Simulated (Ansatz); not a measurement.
C3H4BF, SMILES C#CB(C)F, a single point in a Gaussian basis

Run with Ansatz's Python interface.

`energy_c3h4bf.py`
```python
# -*- coding: utf-8 -*-
"""Single point of C3H4BF."""

from dataclasses import dataclass

import ansatz as az
import numpy as np


@dataclass(frozen=True)
class Options:
    basis: str = "cc-pVDZ"
    functional: str = "b3lyp"
    vdw: str = "d3bj"


cfg = Options()


def main():
    system = (
        az.Crystal.molecule()
        .atom("C", [0.2854, 2.3408, 0.2333])
        .atom("C", [0.1493, 1.2468, -0.173])
        .atom("B", [0.0132, -0.1961, -0.6868])
        .atom("C", [-0.129, -1.3769, 0.3455])
        .atom("F", [0.1748, -0.4852, -2.1018])
        .atom("H", [0.3105, 3.399, 0.5659])
        .atom("H", [0.6657, -2.1052, 0.2916])
        .atom("H", [-1.1098, -1.8887, 0.0802])
        .atom("H", [-0.2716, -0.9809, 1.4281])
    )

    job = (
        system.calculation()
        .basis(gaussian=cfg.basis)  # atom-centred Gaussian functions
        .functional(cfg.functional, dispersion=cfg.vdw)
        .forces()  # minus the gradient of the free energy
    )
    res = job.run(threads=1, pin="off")
    report = res.report

    for key in ("converged", "free_energy_ev", "reference_energy_ev", "n_frozen", "n_occupied", "n_virtual"):
        print(f"{key:22s} {report[key]}")

    field = report["mean_field"]
    print("<S^2> =", round(abs(field["state"]["spin_squared"]), 4), " all-electron relativity setting:", field["relativity"])
    print("passes:", field["passes"])
    if "symmetry" in field:
        print("occupied orbitals by irrep:", field["symmetry"]["occupied"])

    symbols = [site.symbol for site in system.cartesian_sites]
    forces = np.array(report["forces_ev_ang"])
    print("largest force", round(float(np.linalg.norm(forces, axis=1).max()), 4), "eV/A, rms", round(float(np.sqrt((forces ** 2).mean())), 4))

    charges = report["charge_distribution"]
    dipole = np.array(charges["dipole_moment_e_ang"]) * 4.803205
    print("dipole (D): {:.3f} {:.3f} {:.3f}, length {:.3f}".format(*dipole, np.linalg.norm(dipole)))
    print("atom  Mulliken   Lowdin")
    for symbol, m, l in zip(symbols, charges["mulliken_charges_e"], charges["lowdin_charges_e"]):
        print(f"{symbol:4s} {m:9.3f} {l:8.3f}")


if __name__ == "__main__":
    main()
```

`python energy_c3h4bf.py` gives:
```text
converged              True
free_energy_ev         -6569.678142269772
reference_energy_ev    -6569.42957418217
n_frozen               0
n_occupied             [18, 18]
n_virtual              [72, 72]
<S^2> = 0.0  all-electron relativity setting: none
passes: {'evaluations': 15, 'products': 12}
occupied orbitals by irrep: [{'A': 18}, {'A': 18}]
largest force 6.4992 eV/A, rms 1.95
dipole (D): -0.313 0.589 1.810, length 1.929
atom  Mulliken   Lowdin
C       -0.189    0.014
C        0.171    0.018
B        0.123   -0.528
C       -0.098    0.038
F       -0.181    0.252
H        0.023    0.048
H        0.052    0.038
H        0.055    0.064
H        0.046    0.056
```

Reading the output:
- These settings explore the input space; basis and method may be short of convergence.
- The geometry is a force-field or estimated start, not a minimum of this method, and the basis set is short of its limit.
- The Löwdin charges here are taken after orthogonalising the functions within each atom; they differ from plain Löwdin charges, and their signs can be unphysical.
- Total less reference energy is the dispersion correction.
- b3lyp holds the VWN-RPA fit, as in Gaussian; the form of ORCA and Turbomole is b3lyp5.
- Wall time of the script: 5.8 s on 1 thread of Arm Neoverse N1 (shared host), peak memory 0.22 GiB.
